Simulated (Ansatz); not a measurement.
**CH₆BFSSi: up Jacob's ladder to CCSD(T)**

An exercise on one series of results from a longer session: the logs are not shown, and one member is left open.

Method: functionals in def2-TZVPP, the program's frozen cores in correlated methods; program: Ansatz 0.2.0, Gaussian basis.

The runs, in order: LDA (SPW92), PBE-D4, revPBE-D4, BLYP-D4, r2SCAN-D4, B97M-V, PBE0-D4, B3LYP-D4, r2SCANh-D4, r2SCAN0-D4, HSE06-D4, BHLYP-D4, CAM-B3LYP-D4, LC-ωPBE, ωB97X-V, ωB97M-V, B2PLYP, PBE-QIDH; CCSD(T)/def2-SVP; CCSD(T)/def2-TZVPP; MP2/def2-QZVPP; extrapolation to the limit; RPA on PBE.

### The geometry

All runs share one geometry, relaxed beforehand with PBE0-D4 in a triple-zeta def2 set.

SMILES `C[SiH2]B(F)S`, 11 atoms, charge 0, spin multiplicity 1.

Atoms are counted from 1 here; the program's logs count them from 0.

Bond lengths: C1–Si2 1.876 Å, C1–H6 1.093 Å, C1–H7 1.092 Å, C1–H8 1.093 Å, Si2–B3 2.031 Å, Si2–H9 1.491 Å, Si2–H10 1.491 Å, B3–F4 1.330 Å, B3–S5 1.804 Å, S5–H11 1.342 Å. Angles: Si2–C1–H6 111.1°, Si2–C1–H7 110.7°, Si2–C1–H8 111.1°, H6–C1–H7 107.7°, H6–C1–H8 108.4°, H7–C1–H8 107.7°, C1–Si2–B3 112.4°, C1–Si2–H9 110.0°, C1–Si2–H10 110.0°, B3–Si2–H9 108.5°, B3–Si2–H10 108.5°, H9–Si2–H10 107.2°, Si2–B3–F4 120.2°, Si2–B3–S5 124.5°, F4–B3–S5 115.3°, B3–S5–H11 95.8°.

As a file:

```xyz
11
charge 0, multiplicity 1
C    -0.9153    1.1903    0.1148
Si    0.6806    0.3419    0.6181
B     0.9107   -1.4676   -0.2742
F     1.9907   -2.2032   -0.0263
S    -0.2729   -2.1968   -1.4236
H    -0.9457    1.3636   -0.9639
H    -1.0096    2.1594    0.6094
H    -1.7850    0.5896    0.3925
H     0.7110    0.1479    2.0965
H     1.8484    1.1979    0.2603
H    -1.1473   -1.1798   -1.3829
```

The first run:

Contents of in.yaml:

```yaml
crystal:
  periodic: [false, false, false]
  atoms:
    - {symbol: C, position_ang: [-0.915289, 1.190326, 0.114754]}
    - {symbol: Si, position_ang: [0.680634, 0.341881, 0.618095]}
    - {symbol: B, position_ang: [0.910690, -1.467644, -0.274224]}
    - {symbol: F, position_ang: [1.990729, -2.203194, -0.026320]}
    - {symbol: S, position_ang: [-0.272947, -2.196791, -1.423622]}
    - {symbol: H, position_ang: [-0.945682, 1.363619, -0.963938]}
    - {symbol: H, position_ang: [-1.009626, 2.159396, 0.609356]}
    - {symbol: H, position_ang: [-1.785029, 0.589553, 0.392524]}
    - {symbol: H, position_ang: [0.710988, 0.147876, 2.096547]}
    - {symbol: H, position_ang: [1.848391, 1.197893, 0.260319]}
    - {symbol: H, position_ang: [-1.147260, -1.179816, -1.382893]}
basis:
  gaussian: {orbitals: def2-TZVPP}
hamiltonian: {xc: lda}
output: {orbitals: {seedname: orbitals}}
```

The run is started by

```sh
> ansatz run in.yaml --threads 4 --pin off --events-out ev --progress --plain --max-ram 10444MiB
```

Among the steps run: LDA; PBE-D4 (GGA); revPBE-D4 (GGA); BLYP-D4 (GGA); r2SCAN-D4 (meta-GGA); B97M-V (meta-GGA); PBE0-D4 (hybrid); B3LYP-D4 (hybrid); r2SCANh-D4 (hybrid); r2SCAN0-D4 (hybrid); HSE06-D4 (hybrid); BHLYP-D4 (hybrid); CAM-B3LYP-D4 (range-separated); LC-ωPBE (range-separated); ωB97X-V (range-separated); ωB97M-V (range-separated); B2PLYP (double hybrid); PBE-QIDH (double hybrid).

One table of the session follows, with a row left open; its other results are not shown here.

It belongs to the step «Orbital energies across the functionals». 

```
  functional  HOMO (eV)  gap (eV)
 LDA (SPW92)      -6.84      4.50
      PBE-D4      -6.72      4.61
   revPBE-D4      -6.67      4.66
     BLYP-D4      -6.62      4.68
   r2SCAN-D4      -7.00      5.11
      B97M-V      -7.08      5.15
     PBE0-D4          ?         ?
    B3LYP-D4      -7.80      6.41
  r2SCANh-D4      -7.47      5.90
  r2SCAN0-D4      -8.17      7.08
    HSE06-D4      -7.59      6.00
    BHLYP-D4      -9.19      9.02
CAM-B3LYP-D4      -9.35      9.28
     LC-ωPBE     -10.65     11.68
     ωB97X-V     -10.32     11.28
     ωB97M-V     -10.10     10.90
```

Q: Estimate the row for PBE0-D4 from the others.

**Answer.** HOMO (eV): -7.99; gap (eV): 6.78. In the column «HOMO (eV)» it lies between r2SCAN0-D4 (-8.17) and B3LYP-D4 (-7.80).
